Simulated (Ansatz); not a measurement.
This script makes the interaction energy of a dimer with the counterpoise correction of B₂H₄Si, SMILES B1B[SiH2]1 with Ansatz 0.2.0, Python API.

Script `dimer.py`:
```python
"""Interaction energy of two B2H4Si molecules, with the counterpoise correction."""

import logging
import sys

import ansatz as az

logging.basicConfig(stream=sys.stdout, format="%(levelname)s %(message)s")
logger = logging.getLogger("b2h4si")
logger.setLevel(logging.INFO)

FIRST = [
    ("B", (-1.0511, -0.3599, -0.2087)),
    ("B", (0.5269, -0.3662, -0.9417)),
    ("Si", (0.2866, 0.434, 0.72)),
    ("H", (-2.1759, -0.5607, -0.2976)),
    ("H", (1.2388, -0.6819, -1.8525)),
    ("H", (0.3555, 1.9182, 0.7163)),
    ("H", (0.8195, -0.3837, 1.864)),
]
SECOND = [
    ("B", (3.3149, -4.2181, -0.4185)),
    ("B", (3.8424, -2.6768, -1.0296)),
    ("Si", (2.22, -3.3865, -1.5983)),
    ("H", (3.5465, -5.1702, 0.1759)),
    ("H", (4.6576, -1.7986, -1.0449)),
    ("H", (2.2067, -3.8724, -3.0024)),
    ("H", (1.0224, -2.7246, -0.9748)),
]

def energy(atoms, ghosts=()):
    molecule = az.Crystal.molecule()
    for symbol, xyz in atoms:
        molecule = molecule.atom(symbol, xyz)
    calc = (
        molecule.calculation()
        .basis(gaussian="def2-SVPD")
        .correlation("mp2")
    )
    deck = calc.input()
    if ghosts:
        deck = deck.set(az.key.basis.gaussian.ghost_atoms, [{"symbol": s, "position_ang": list(xyz)} for s, xyz in ghosts])
    return az.Session.from_dict(deck).plan().execute().report["free_energy_ev"]


def main() -> None:
    # ghost atoms carry the functions of the partner
    both = energy(FIRST + SECOND)
    alone = energy(FIRST) + energy(SECOND)
    ghosted = energy(FIRST, SECOND) + energy(SECOND, FIRST)
    logger.info(f"dimer {both:.6f} eV")
    logger.info(f"interaction, uncorrected   {(both - alone):8.3f} eV")
    logger.info(f"interaction, counterpoise  {(both - ghosted):8.3f} eV")
    logger.info(f"basis-set superposition    {(alone - ghosted):8.3f} eV")


if __name__ == "__main__":
    main()
```

How large is the interaction at this pose, and how much of it is basis-set superposition?

Uncorrected it is -0.054 eV, with the counterpoise correction 0.030 eV; the difference, 0.08 eV, is the superposition error. The sign changes with the correction, so this basis doesn't settle it.

What the script printed:

```console
$ python dimer.py
INFO dimer -18535.235365 eV
INFO interaction, uncorrected     -0.054 eV
INFO interaction, counterpoise     0.030 eV
INFO basis-set superposition       0.084 eV
```

What to keep in mind:
- Total energies depend on the basis set; only differences at equal settings carry meaning.
- The dimer is a generated trial pose of unrelaxed monomers, not a minimum, so the figure is no binding energy, and the basis set is small.
- It ran for 47 s on 1 thread of Intel(R) Xeon(R) Platinum 8375C CPU @ 2.90GHz (Ice Lake), on a shared host, peak memory 0.6 GiB.

(Lines on the test bed's own set-up are left out of the output.)
